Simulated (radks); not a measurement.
**Ionisation of Sn⁺: one atom, several choices of exchange strength α**

An exercise on one series of results from a longer session: the logs are not shown, and one member is left open.

Program: radks (a radial shooting solver on a logarithmic mesh, Libxc functionals) version 1. Level of theory: scalar-relativistic Kohn-Sham, spin-polarised, spherical densities, finite nucleus; open shells are filled with parallel spins first. These are calculated values, not measurements, unless marked.

### The system

| Property | Result |
| --- | --- |
| element | tin (Z = 50) |
| charge | +1 |
| electrons | 49 |
| configuration | [Kr] 4d10 5s2 5p1 |
| ion | Sn²⁺, [Kr] 4d10 5s2 |
| choices | α = 0.593; α = 0.667; α = 0.725; α = 0.87; α = 0.953; α = 0.983; α = 0.993 |

The outer shells:

Sn⁺
```
[Kr] core
4d [↑↓][↑↓][↑↓][↑↓][↑↓]
5s [↑↓]
5p [↑ ][  ][  ]
```

Sn²⁺
```
[Kr] core
4d [↑↓][↑↓][↑↓][↑↓][↑↓]
5s [↑↓]
```

Set-up of the first run:

Input:

```text
Z 50
configuration [Kr] 4d10 5s2 5p1
relativity scalar-relativistic
functional xalpha 0.593
spin polarised
nucleus finite rms 4.6519 fm
c 137.035999084
```

Among the steps run: α = 0.593: Sn⁺.

One of the session's tables, all rows but one given; the rest of the session is left out.

It belongs to the step «α = 0.593: Sn⁺». From the orbitals of this run (lengths in bohr):

| level | <r> | outermost maximum (interpolated) | 90 % within | nodes |
| --- | --- | --- | --- | --- |
| 4p up | 0.8899 | 0.790 | 1.31 | 2 |
| 4p down | 0.8895 | 0.790 | 1.31 | 2 |
| 4d up | 1.115 | 0.892 | 1.74 | 1 |
| 4d down | 1.110 | 0.892 | 1.73 | 1 |
| 5s up | 2.353 | 2.01 | 3.47 | 4 |
| 5s down | ? | ? | ? | ? |
| 5p up | 2.996 | 2.49 | 4.50 | 3 |
| 5p down | 2.991 | 2.45 | 4.52 | 3 |

**Question.** Estimate the row for 5s down.

As computed: <r>: 2.329; outermost maximum (interpolated): 1.99; 90 % within: 3.43; nodes: 4. In the column «<r>» it lies between 4d up (1.115) and 5s up (2.353).

Limits of these values: Open shells are spherical and high-spin; term and fine-structure splittings are not resolved.
